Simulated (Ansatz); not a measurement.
# AsGaH2: the cost of one run

Method: cc-pVTZ, core rule «outside noble gas», up to 28 orbitals frozen; program: Ansatz 0.2.0, Gaussian basis.

Plan: UHF; CCSD(T) on RHF; CCSD(T) on UHF; BCCD(T) on RHF; CCSDT(Q) on RHF; CCSDT(Q) on UHF; CASSCF and MRCISD+Q, 10 electrons in 10 orbitals; CASSCF and NEVPT2, 10 electrons in 10 orbitals.

14 further runs of the same task are left out: 8 for a known fault of the program, 6 set aside as unsound or not needed.

## 1. The system

The geometry is a PBE0/def2-TZVP stationary point (not a proven minimum) of the parent state, kept for this charge and spin. No spin-orbit coupling is included. The filled d shell of Ga, As may be among the frozen orbitals whatever the setting's name suggests; the logs give the count.

4 atoms, charge 0, spin multiplicity 1.

Atoms are counted from 1 here; the program's logs count them from 0.

Bond lengths: Ga1–As2 2.421 Å, Ga1–H3 1.572 Å, Ga1–H4 1.572 Å. Angles: As2–Ga1–H3 119.9°, As2–Ga1–H4 119.9°, H3–Ga1–H4 120.3°.

## 2. UHF

Contents of in.yaml:

```yaml
crystal:
  periodic: [false, false, false]
  atoms:
    - {symbol: Ga, position_ang: [0.000000, 0.000000, 1.226035]}
    - {symbol: As, position_ang: [0.000000, 0.000000, -1.195022]}
    - {symbol: H, position_ang: [0.000000, 1.363635, 2.009104]}
    - {symbol: H, position_ang: [0.000000, -1.363635, 2.009104]}
basis:
  gaussian: {orbitals: cc-pVTZ}
magnetization: {spin_polarized: true, initial_magnetization: 0}
hamiltonian: {xc: hf}
output: {orbitals: {seedname: orbitals}}
```

Run with:

```sh
ansatz run in.yaml --threads 1 --pin off --events-out ev --progress --plain --max-ram 4096MiB --backend cpu
```

What time and memory should one allow on 1 thread of AMD EPYC 7R13, shared host?

About 15 s, with a peak of 0.31 GiB.
